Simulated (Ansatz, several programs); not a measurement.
Energy against volume for AgLaS2, ordered on the rocksalt lattice (R-3m) with 4 atoms a cell, at fixed shape and fractional coordinates, computed by several methods (PBE and r2SCAN, where shown, with plane waves in Ansatz); the cell shown is that of r2SCAN. With free coordinates or axes held, a curve is too stiff, and on another method's shape its minimum isn't the method's own volume. It is trigonal, R-3m (No. 166); conventional cell a = 4.260 Å, c = 17.788 Å, 23.30 Å³ an atom. Around Ag lie 6 S at 2.86 Å; around La lie 6 S at 2.89 Å; around S lie 3 Ag at 2.86 Å and 3 La at 2.89 Å. The calculation is spin-unpolarised, and the structure need not be a phase that has been made. Energies count from each curve's lowest point; fits are third-order Birch-Murnaghan.

```cif
data_structure
_symmetry_space_group_name_H-M 'R-3m:H'
_symmetry_Int_Tables_number 166
_cell_length_a 4.2601
_cell_length_b 4.2601
_cell_length_c 17.7877
_cell_angle_alpha 90.000
_cell_angle_beta 90.000
_cell_angle_gamma 120.000
_cell_volume 279.57
loop_
_atom_site_label
_atom_site_type_symbol
_atom_site_symmetry_multiplicity
_atom_site_Wyckoff_symbol
_atom_site_fract_x
_atom_site_fract_y
_atom_site_fract_z
_atom_site_occupancy
Ag1 Ag 3 a 0.00000 0.00000 0.00000 1
La1 La 3 b 0.33333 0.66667 0.16667 1
S1 S 6 c 0.00000 0.00000 0.25180 1
```

light PBE (260 eV and a coarse mesh), on the shape of the cell shown:
```csv
V (Å³/atom),E (meV/atom)
21.433,44.32
22.365,12.67
23.297,0.00
24.229,12.26
25.161,31.64
26.093,58.81
```
The points scatter about the fit by more than 0.3 meV an atom, since at so low a cutoff the number of plane waves jumps with the volume, so no fit is quoted.

PBE, on the shape of its own relaxed cell:
```tsv
V (Å³/atom)	E (meV/atom)
21.982	20.03
22.684	4.73
23.385	0.00
24.087	4.24
24.788	16.12
```
V₀ = 23.39 Å³ an atom and B₀ = 68 GPa.

**Question.** r2SCAN, on the shape of its own relaxed cell, gives
```tsv
V (Å³/atom)	E (meV/atom)
21.899	21.35
22.598	5.05
23.297	0.00
23.996	4.53
24.695	17.23
```
What equilibrium volume and bulk modulus follow?

**Answer.** V₀ = 23.30 Å³ an atom and B₀ = 73 GPa.
